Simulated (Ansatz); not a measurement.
ZrB:

```
Zr B
1.0
     0.00000    2.32500    2.32500
     2.32500    0.00000    2.32500
     2.32500    2.32500    0.00000
Zr B
1 1
Direct
  0.00000 0.00000 0.00000
  0.50000 0.50000 0.50000
```

```yaml
Program: Ansatz 0.2.0
Task: relaxation of cell and atoms
Functional: PBEsol0
Potentials_or_basis: Ansatz PAW
Cutoff: "420 eV (not typed: the program's choice for these potentials)"
k_mesh: 5 × 5 × 5
Occupations: fermi-dirac, width 0.05 eV
Spin: no spin polarisation
```

At the start: volume 12.57 Å³/atom.

Q: Where does the relaxation end?

A: It ends after 7 steps and the volume is 14.38 Å³/atom (+14.5 %); space group Fm-3m (No. 225, to 0.05 Å).

The path:
```csv
step,energy change (eV),largest force (eV/Å),volume (Å³)
1,0.0000,0.0000,25.14
2,-0.3100,0.0000,29.08
3,-0.3122,0.0000,28.81
4,-0.3123,0.0000,28.75
5,-0.3154,0.0000,28.75
6,-0.3154,0.0000,28.77
7,-0.3154,0.0000,28.77
```

Final structure:
```
CELL_PARAMETERS angstrom
0.00000 2.43202 2.43202
2.43202 0.00000 2.43202
2.43202 2.43202 0.00000
ATOMIC_POSITIONS crystal
Zr 0.00000 0.00000 0.00000
B 0.50000 0.50000 0.50000
```

Caveat: the k mesh is coarse (spacing up to 0.47 Å⁻¹), so the values aren't converged, least of all with exact exchange; the plane-wave basis is chosen anew once the cell has moved, so the energies of steps on either side of that aren't comparable; the volume moved by +14 % from the deposited cell, more than functionals usually miss; the PAW data sets come from PBE, with cores solved anew for the run's functional, which leaves a small shift of forces and pressure.
